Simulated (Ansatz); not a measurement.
# CH₆BFOSi: small, medium and large basis sets

The task here is to estimate one member of a computed series from the others.

Computed with Ansatz 0.2.0, Gaussian basis. Level: one geometry, several basis sets.

Levels to be run: PBE0-D4/def2-SVP; ωB97M-V/def2-SVP; PBE0-D4/def2-QZVPP; ωB97M-V/def2-QZVPP; the functionals' def2-TZVPP values are taken from earlier runs.

### Structure used throughout

All runs share one geometry, relaxed beforehand with PBE0-D4 in a triple-zeta def2 set.

SMILES `O[SiH2]CBF`, 11 atoms, charge 0, spin multiplicity 1.

Atoms are counted from 1 here; the program's logs count them from 0.

Bond lengths: O1–Si2 1.645 Å, O1–H6 0.959 Å, Si2–C3 1.886 Å, Si2–H7 1.489 Å, Si2–H8 1.481 Å, C3–B4 1.538 Å, C3–H9 1.096 Å, C3–H10 1.093 Å, B4–F5 1.336 Å, B4–H11 1.199 Å. Angles: Si2–O1–H6 117.8°, O1–Si2–C3 110.5°, O1–Si2–H7 111.6°, O1–Si2–H8 106.2°, C3–Si2–H7 109.0°, C3–Si2–H8 110.4°, H7–Si2–H8 109.1°, Si2–C3–B4 109.3°, Si2–C3–H9 104.6°, Si2–C3–H10 107.6°, B4–C3–H9 112.3°, B4–C3–H10 112.7°, H9–C3–H10 110.0°, C3–B4–F5 118.8°, C3–B4–H11 125.1°, F5–B4–H11 116.0°.

The first run:

Input file in.yaml:

```yaml
crystal:
  periodic: [false, false, false]
  atoms:
    - {symbol: O, position_ang: [-1.910946, -0.181874, 0.740219]}
    - {symbol: Si, position_ang: [-0.450061, -0.934867, 0.680180]}
    - {symbol: C, position_ang: [0.908601, 0.296156, 0.239496]}
    - {symbol: B, position_ang: [0.669949, 0.826696, -1.184652]}
    - {symbol: F, position_ang: [-0.296981, 1.727795, -1.382527]}
    - {symbol: H, position_ang: [-2.122318, 0.440093, 0.041657]}
    - {symbol: H, position_ang: [-0.443872, -2.041171, -0.317009]}
    - {symbol: H, position_ang: [-0.219982, -1.497492, 2.031184]}
    - {symbol: H, position_ang: [0.824002, 1.083787, 0.996477]}
    - {symbol: H, position_ang: [1.867073, -0.219457, 0.342946]}
    - {symbol: H, position_ang: [1.239934, 0.443434, -2.167471]}
basis:
  gaussian: {orbitals: def2-SVP}
hamiltonian: {xc: pbe0, dispersion: d4}
output: {orbitals: {seedname: orbitals}}
```

The run is started by

```bash
ansatz run in.yaml --threads 4 --pin off --events-out ev --progress --plain --max-ram 10444MiB
```

Steps of the session up to this table: PBE0-D4 in def2-SVP; ωB97M-V in def2-SVP; PBE0-D4 in def2-QZVPP; ωB97M-V in def2-QZVPP.

One of the session's tables, all rows but one given; the rest of the session is left out.

It belongs to the step «Density functionals: the series». 

| functional | basis | HOMO (eV) |
| --- | --- | --- |
| PBE0-D4 | def2-SVP | -8.49 |
| PBE0-D4 | def2-TZVPP | -8.62 |
| PBE0-D4 | def2-QZVPP | -8.65 |
| ωB97M-V | def2-SVP | -10.75 |
| ωB97M-V | def2-TZVPP | ? |
| ωB97M-V | def2-QZVPP | -10.92 |

Estimate the missing values for ωB97M-V, def2-TZVPP.

As computed: HOMO (eV): -10.90. In the column «HOMO (eV)» it lies between ωB97M-V, def2-QZVPP (-10.92) and ωB97M-V, def2-SVP (-10.75).
